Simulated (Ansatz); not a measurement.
# GeH6SSi: one species, many methods

How much do the methods differ for GeH6SSi? The plan is to run it at one geometry with functionals of several rungs and with coupled cluster. The yardstick is the atomisation energy at the CCSD(T) limit.

Program: Ansatz 0.2.0, Gaussian basis. Level of theory: functionals in def2-TZVPP, the program's frozen cores in correlated methods. These are calculated values, not measurements.

Plan: LDA (SPW92), PBE-D4, revPBE-D4, BLYP-D4, r2SCAN-D4, B97M-V, PBE0-D4, B3LYP-D4, r2SCANh-D4, r2SCAN0-D4, HSE06-D4, BHLYP-D4, CAM-B3LYP-D4, LC-ωPBE, ωB97X-V, ωB97M-V, B2PLYP, PBE-QIDH; CCSD(T)/def2-SVP; CCSD(T)/def2-TZVPP; MP2/def2-QZVPP; extrapolation to the limit; RPA on PBE.

**1. The geometry**

The geometry comes from an earlier relaxation with PBE0-D4 in a triple-zeta def2 set; it is a stationary point, not always the lowest conformer.

SMILES `[SiH3][S][GeH3]`, 9 atoms, charge 0, spin multiplicity 1.

Atoms are counted from 1 here; the program's logs count them from 0.

Bond lengths: Si1–S2 2.131 Å, Si1–H4 1.487 Å, Si1–H5 1.483 Å, Si1–H6 1.487 Å, S2–Ge3 2.227 Å, Ge3–H7 1.533 Å, Ge3–H8 1.536 Å, Ge3–H9 1.537 Å. Angles: S2–Si1–H4 111.1°, S2–Si1–H5 106.5°, S2–Si1–H6 111.1°, H4–Si1–H5 109.9°, H4–Si1–H6 108.3°, H5–Si1–H6 109.9°, Si1–S2–Ge3 98.2°, S2–Ge3–H7 105.6°, S2–Ge3–H8 109.6°, S2–Ge3–H9 109.7°, H7–Ge3–H8 111.0°, H7–Ge3–H9 111.0°, H8–Ge3–H9 109.9°.

**2. LDA**

This LDA is Slater exchange with PW92 correlation.

The input, in.yaml:

```yaml
crystal:
  periodic: [false, false, false]
  atoms:
    - {symbol: Si, position_ang: [-0.690301, 1.165723, -0.912969]}
    - {symbol: S, position_ang: [1.295495, 0.504424, -0.512652]}
    - {symbol: Ge, position_ang: [0.800798, -1.155825, 0.886500]}
    - {symbol: H, position_ang: [-1.504169, 0.078210, -1.516880]}
    - {symbol: H, position_ang: [-0.573427, 2.297238, -1.864394]}
    - {symbol: H, position_ang: [-1.365000, 1.618876, 0.331691]}
    - {symbol: H, position_ang: [2.145257, -1.774668, 1.284223]}
    - {symbol: H, position_ang: [-0.088739, -2.184890, 0.171952]}
    - {symbol: H, position_ang: [0.068486, -0.595388, 2.115529]}
basis:
  gaussian: {orbitals: def2-TZVPP}
hamiltonian: {xc: lda}
output: {orbitals: {seedname: orbitals}}
```

The runs that follow: PBE-D4 (GGA); revPBE-D4 (GGA); BLYP-D4 (GGA); r2SCAN-D4 (meta-GGA); B97M-V (meta-GGA); PBE0-D4 (hybrid); B3LYP-D4 (hybrid); r2SCANh-D4 (hybrid); r2SCAN0-D4 (hybrid); HSE06-D4 (hybrid); BHLYP-D4 (hybrid); CAM-B3LYP-D4 (range-separated); LC-ωPBE-D4 (range-separated); ωB97X-V (range-separated); ωB97M-V (range-separated); B2PLYP (double hybrid); PBE-QIDH (double hybrid); CCSD(T) in def2-SVP; CCSD(T) in def2-TZVPP; MP2 in def2-QZVPP; RPA on PBE orbitals.

**Question.** What will the summary of the whole plan be? Wanted: atomisation energy, CCSD(T)/CBS; farthest beyond LDA; mean size of error, GGA; mean size of error, meta-GGA; mean size of error, hybrid; mean size of error, range-separated; mean size of error, double hybrid; gap, smallest and largest; T1 diagnostic.

The runs gave:

| quantity | value |
| --- | --- |
| atomisation energy, CCSD(T)/CBS | 604.4 kcal/mol |
| functionals within 6.0 kcal/mol (1.0 %) | r2SCAN-D4, r2SCANh-D4, CAM-B3LYP-D4, ωB97X-V, ωB97M-V |
| farthest beyond LDA | revPBE-D4 (-19.7 kcal/mol) |
| mean size of error, GGA | 15.3 kcal/mol |
| mean size of error, meta-GGA | 4.2 kcal/mol |
| mean size of error, hybrid | 8.5 kcal/mol |
| mean size of error, range-separated | 6.8 kcal/mol |
| mean size of error, double hybrid | 12.0 kcal/mol |
| gap, smallest and largest | 4.86 eV (LDA (SPW92)), 11.97 eV (LC-ωPBE) |
| T1 diagnostic | 0.0113 |
| triples share of the correlation energy | 3.7 % |

What this shows: LDA overbinds by 62.9 kcal/mol (10 %). PBE-D4 misses by -11.2 kcal/mol. Double hybrids carry the basis error of their MP2 part in triple zeta, and no dispersion term here, so their miss is partly the set-up's. By mean error the best rung here is meta-GGA (4.2 kcal/mol) and the worst beyond LDA is GGA (15.3 kcal/mol). The gap between the best rungs is small, so their order is not settled. The reference freezes the cores and leaves out relativity and excitations past (T), and its outer-core shells are covered unevenly, so misses under about 6.0 kcal/mol can't be ranked. Hartree-Fock recovers 74 % of the binding; the rest is correlation. CCSD(T) in def2-SVP is off by -46.4 kcal/mol, worse than the median functional, from the basis alone. The gap grows from 4.9 to 12.0 eV across the functionals, mostly with the share of exact exchange. Correlated methods include outer-core shells of Ge, which these sets cover unevenly.
